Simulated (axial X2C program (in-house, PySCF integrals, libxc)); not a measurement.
# Linear ZrOH⁻ at several levels

The task here is to estimate one member of a computed series from the others.

Method: all-electron X2C, two-component (2c) or spin-free, Zr dyall-v3z, O dyall-av3z, H dyall-v3z; program: an in-house X2C program for linear molecules on PySCF integrals.

All values are calculated.

2 further runs of the same task are left out: 2 set aside as unsound or not needed.

The first run:

Input file task.json:

```json
{"zs": [40, 8, 1], "q": -1, "bas": ["dyall-v3z", "dyall-av3z", "dyall-v3z"], "r0": [2.17, 0.96], "symm": 0, "scan": ["PBE0", "HF", "PBE"], "levels": ["PBE0", "HF", "LDA"], "nst": 2}
```

Keys: zs atomic numbers; q charge; bas basis sets; r0 starting distance in Å; symm equal bonds; scan levels of the two-bond scan (MP2 follows by itself at each HF point); levels methods; nst determinants followed.

Run with:

```
> python solin.py task.json out
```

Masses Zr 89.905, O 15.995, H 1.008 u.

Steps of the session up to this table: Scan at PBE0, 2c; Scan at HF, 2c; Scan at PBE, 2c.

One table of the session follows, with a row left open; its other results are not shown here.

| level | r(Zr–O) (Å) | r(O–H) (Å) | lower stretch (cm⁻¹) | upper stretch (cm⁻¹) |
| --- | --- | --- | --- | --- |
| PBE0, 2c | ? | ? | ? | ? |
| HF, 2c | 1.980 | 0.931 | 594.8 | 4258.2 |
| PBE, 2c | 1.936 | 0.962 | 613.2 | 3840.2 |
| MP2, 2c | 1.955 | 0.955 | 605.2 | 3961.6 |
| PBE0, spin-free | 1.935 | 0.950 | 619.3 | 4009.9 |
| HF, spin-free | 1.985 | 0.931 | 592.3 | 4256.8 |
| PBE, spin-free | 1.937 | 0.962 | 613.2 | 3838.6 |
| MP2, spin-free | 1.953 | 0.955 | 611.8 | 3960.9 |

**Question.** Estimate the row for PBE0, 2c.

**Answer.** r(Zr–O) (Å): 1.935; r(O–H) (Å): 0.950; lower stretch (cm⁻¹): 619.3; upper stretch (cm⁻¹): 4010.9.

Scans not shown above were run alike.

Limits of these values: For an anion the highest level of a functional can be positive, and the basis then holds the extra electron. The molecule was held linear; bending was not examined, so a bent shape may lie lower.
